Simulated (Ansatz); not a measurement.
**WO₂F₂: how energies converge with the basis set**

The task here is to estimate one member of a computed series from the others.

Computed with Ansatz 0.2.0, Gaussian basis. Level: one geometry, several basis sets.

Plan: PBE0-D4/def2-SVP; ωB97M-V/def2-SVP; PBE0-D4/def2-QZVPP; ωB97M-V/def2-QZVPP; the functionals' def2-TZVPP values are taken from earlier runs.

## The relaxed structure

An earlier PBE0-D4 in a triple-zeta def2 set relaxation fixed the geometry. W takes the def2 core potential; no spin-orbit term is included.

SMILES `[O]=[W](=[O])([F])[F]`, 5 atoms, charge 0, spin multiplicity 1.

Atoms are counted from 1 here; the program's logs count them from 0.

Bond lengths: O1–W2 1.693 Å, W2–O3 1.693 Å, W2–F4 1.849 Å, W2–F5 1.849 Å. Angles: O1–W2–O3 106.7°, O1–W2–F4 109.1°, O1–W2–F5 109.1°, O3–W2–F4 109.1°, O3–W2–F5 109.1°, F4–W2–F5 113.4°.

The first run:

in.yaml reads:

```yaml
crystal:
  periodic: [false, false, false]
  atoms:
    - {symbol: O, position_ang: [-0.737266, -0.522476, 1.424744]}
    - {symbol: W, position_ang: [0.010863, -0.016216, -0.006706]}
    - {symbol: O, position_ang: [1.518594, -0.783177, -0.066382]}
    - {symbol: F, position_ang: [-1.006562, -0.566459, -1.449723]}
    - {symbol: F, position_ang: [0.264272, 1.814628, 0.056568]}
basis:
  gaussian: {orbitals: def2-SVP}
hamiltonian: {xc: pbe0, dispersion: d4}
output: {orbitals: {seedname: orbitals}}
```

Launch:

```sh
$ ansatz run in.yaml --threads 4 --pin off --events-out ev --progress --plain --max-ram 10444MiB
```

Among the steps run: PBE0-D4 in def2-SVP; ωB97M-V in def2-SVP; PBE0-D4 in def2-QZVPP; ωB97M-V in def2-QZVPP.

One table of the session follows, with a row left open; its other results are not shown here.

It belongs to the step «Functionals by basis». 

| functional | basis | HOMO (eV) | LUMO (eV) |
| --- | --- | --- | --- |
| PBE0-D4 | def2-SVP | -9.79 | -2.58 |
| PBE0-D4 | def2-TZVPP | -9.79 | -2.56 |
| PBE0-D4 | def2-QZVPP | ? | ? |
| ωB97M-V | def2-SVP | -12.13 | -0.36 |
| ωB97M-V | def2-TZVPP | -12.14 | -0.34 |
| ωB97M-V | def2-QZVPP | -12.16 | -0.37 |

Estimate the missing values for PBE0-D4, def2-QZVPP.

As computed: HOMO (eV): -9.81; LUMO (eV): -2.58. In the column «HOMO (eV)» it lies between ωB97M-V, def2-SVP (-12.13) and PBE0-D4, def2-SVP (-9.79).
